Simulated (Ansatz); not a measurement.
# ClH6NO2Zr: the cost of one run

Method: RKS B3LYP-D4/def2-SVP, in Ansatz 0.2.0.

### 1 The starting structure

Bond lengths: Zr1–Cl2 2.870 Å, Zr1–N3 2.210 Å, N3–H4 1.060 Å, N3–H5 1.060 Å, Zr1–O6 2.069 Å, O6–H7 1.010 Å, Zr1–O8 2.069 Å, O8–H9 1.010 Å, Zr1–H10 2.150 Å, Zr1–H11 2.407 Å. Angles (14 of 20 angles, heavy atoms first): Cl2–Zr1–N3 109.4°, Cl2–Zr1–O6 109.5°, Cl2–Zr1–O8 109.5°, N3–Zr1–O6 109.5°, N3–Zr1–O8 109.5°, O6–Zr1–O8 109.5°, Cl2–Zr1–H10 71.6°, Cl2–Zr1–H11 44.7°, N3–Zr1–H10 67.2°, N3–Zr1–H11 82.6°, O6–Zr1–H10 176.6°, O6–Zr1–H11 154.0°, O8–Zr1–H10 72.8°, O8–Zr1–H11 86.5°.

Coordinates:

```xyz
11

Zr    0.0000    0.0000    0.0000
Cl    0.0000    0.0000    2.8700
N     2.0840    0.0000   -0.7359
H     2.5823   -0.9180   -0.9166
H     2.5853    0.9180   -0.9082
O    -0.9750    1.6891   -0.6893
H    -1.9328    1.4584   -0.9117
O    -0.9750   -1.6891   -0.6893
H    -1.4296   -2.1548    0.0831
H     1.1221   -1.7040    0.6779
H     0.9314   -1.4144    1.7104
```

### 2 A restrained relaxation towards end A

Springs on the bonds that form and break draw the guess towards this end; the thresholds are loose.

Input file input.yaml:

```yaml
crystal:
  periodic: [false, false, false]
  atoms:
    - { symbol: Zr, position_ang: [0.0, 0.0, 0.0] }
    - { symbol: Cl, position_ang: [0.0, 0.0, 2.87] }
    - { symbol: "N", position_ang: [2.084, 0.0, -0.7359] }
    - { symbol: H, position_ang: [2.5823, -0.918, -0.9166] }
    - { symbol: H, position_ang: [2.5853, 0.918, -0.9082] }
    - { symbol: O, position_ang: [-0.975, 1.6891, -0.6893] }
    - { symbol: H, position_ang: [-1.9328, 1.4584, -0.9117] }
    - { symbol: O, position_ang: [-0.975, -1.6891, -0.6893] }
    - { symbol: H, position_ang: [-1.4296, -2.1548, 0.0831] }
    - { symbol: H, position_ang: [1.1221, -1.704, 0.6779] }
    - { symbol: H, position_ang: [0.9314, -1.4144, 1.7104] }
basis:
  gaussian: { orbitals: def2-SVP }
hamiltonian:
  xc: b3lyp
  dispersion: d4
relax:
  f_tol: 0.15
  max_steps: 25
  restrain:
    - { distance: [0, 9], at: 3.05, k: 30.0 }
    - { distance: [10, 1], at: 2.57, k: 30.0 }
    - { distance: [0, 1], at: 2.52, k: 30.0 }
    - { distance: [10, 9], at: 0.66, k: 30.0 }
```

On the command line:

```console
> ansatz run input.yaml --threads 4 --pin off --max-ram 5120MiB --backend cpu --events-out ev --progress --plain --runs-dir out
```

What time and memory should one allow on 4 threads of Arm Neoverse V2, shared host?

About 23 s, with a peak of 0.31 GiB.
